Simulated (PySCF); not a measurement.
# H8Si4: the cost of one run

Computed with PySCF 2.14.0, with density-fitted response routines of our own, on a single molecule in the gas phase. Atoms count from 0, in the outputs and in this text.

### 1 Starting geometry

12 atoms, charge 0, multiplicity 1; geometry from: GFN2-xTB. The atoms were then displaced at random by about 0.03 Å, so the start is not that level's minimum.

Bonds of the start (Å): Si0–Si1 2.34, Si1–Si2 2.40, Si2–Si3 2.30, Si3–Si0 2.31, Si0–H4 1.38, Si0–H5 1.54, Si1–H6 1.50, Si1–H7 1.52, Si2–H8 1.41, Si2–H9 1.41, Si3–H10 1.54, Si3–H11 1.54.

### 2 Relaxing the molecule at PBE0-D3(BJ)/def2-SVP

Job settings and geometry (Å):

```
{"job": {"xc": "PBE0", "basis": "def2-SVP", "d3": "d3bj", "grid": 1, "shake": 0.03, "kind": "geom"}, "charge": 0, "multiplicity": 1}
Si     0.519310     0.164980     1.594830
Si     1.518600     0.394010    -0.513810
Si    -0.522180    -0.230390    -1.610940
Si    -1.433970    -0.399560     0.492460
H      1.027400    -0.751690     2.487760
H      0.380950     1.486670     2.375790
H      2.709850    -0.496280    -0.712170
H      2.130060     1.737140    -0.887400
H     -0.416570    -1.434310    -2.333020
H     -1.039740     0.742140    -2.496430
H     -2.067510    -1.752680     0.865310
H     -2.688340     0.455850     0.736560
```

Started as:

```bash
OMP_NUM_THREADS=1 python probes_run.py task.json out
```

This one command runs all jobs of the session in turn.

Q: Estimate the wall time and peak memory of this first job on 1 thread of Arm Neoverse V1, shared host.

About 45 s, with a peak of 0.47 GiB.
